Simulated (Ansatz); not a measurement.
# Ge₂ (quintet): the correlation ladder, aug-cc-pVTZ

The task here is to estimate one member of a computed series from the others.

The runs use Ansatz 0.2.0, Gaussian basis; aug-cc-pVTZ, core rule «outside noble gas», up to 28 orbitals frozen.

Plan: UHF; CCSD(T) on ROHF; CCSD(T) on UHF; BCCD(T) on ROHF; CCSDT(Q) on ROHF; CCSDT(Q) on UHF; CASSCF and MRCISD+Q, 8 electrons in 8 orbitals; CASSCF and NEVPT2, 8 electrons in 8 orbitals.

6 further runs of the same task are left out: 1 that didn't finish, 5 set aside as unsound or not needed.

### What is computed

The geometry is a PBE0/def2-TZVPD stationary point (not a proven minimum) of the parent state, kept for this charge and spin. No spin-orbit coupling is included. The filled d shell of Ge may be among the frozen orbitals whatever the setting's name suggests; the logs give the count.

2 atoms, charge 0, spin multiplicity 5.

Atoms are counted from 1 here; the program's logs count them from 0.

Bond lengths: Ge1–Ge2 2.526 Å.

Set-up of the first run:

File in.yaml:

```yaml
crystal:
  periodic: [false, false, false]
  atoms:
    - {symbol: Ge, position_ang: [0.000000, 0.000000, 0.000000]}
    - {symbol: Ge, position_ang: [0.000000, 0.000000, 2.525800]}
basis:
  gaussian: {orbitals: aug-cc-pVTZ}
magnetization: {spin_polarized: true, initial_magnetization: 4}
hamiltonian: {xc: hf}
output: {orbitals: {seedname: orbitals}}
```

Command:

```sh
$ ansatz run in.yaml --threads 1 --pin off --events-out ev --progress --plain --max-ram 3968MiB --backend cpu
```

Steps of the session up to this table: UHF; CCSD(T) on ROHF; CCSD(T) on UHF; BCCD(T) on ROHF; CCSDT(Q) on ROHF; CCSDT(Q) on UHF; CASSCF and MRCISD+Q, 8 electrons in 8 orbitals; CASSCF and NEVPT2, 8 electrons in 8 orbitals.

One table of the session follows, with a row left open; its other results are not shown here.

```
          method  from RCCSDT(Q) (kJ/mol)
            ROHF                   +439.6
             UHF                   +428.2
            RMP2                    +88.2
            UMP2                    +89.4
           RCCSD                    +27.7
           UCCSD                    +25.2
        RCCSD(T)                     +5.3
        UCCSD(T)                     +3.2
         BCCD(T)                     +5.3
          RCCSDT                     +1.4
          UCCSDT                     -0.8
       RCCSDT(Q)                        0
       UCCSDT(Q)                     -2.1
  CASSCF valence                   +342.9
  NEVPT2 valence                    +71.9
  MRCISD valence                    +29.8
MRCISD+Q valence                        ?
```

**Question.** Estimate the row for MRCISD+Q valence.

**Answer.** from RCCSDT(Q) (kJ/mol): +2.4. In the column «from RCCSDT(Q) (kJ/mol)» it lies between RCCSDT (+1.4) and UCCSD(T) (+3.2).

Caveats from the session: Restricted and unrestricted rows rest on different reference determinants; where their highest levels disagree by more than a few hundredths of an eV, they describe different states and don't form one ladder.
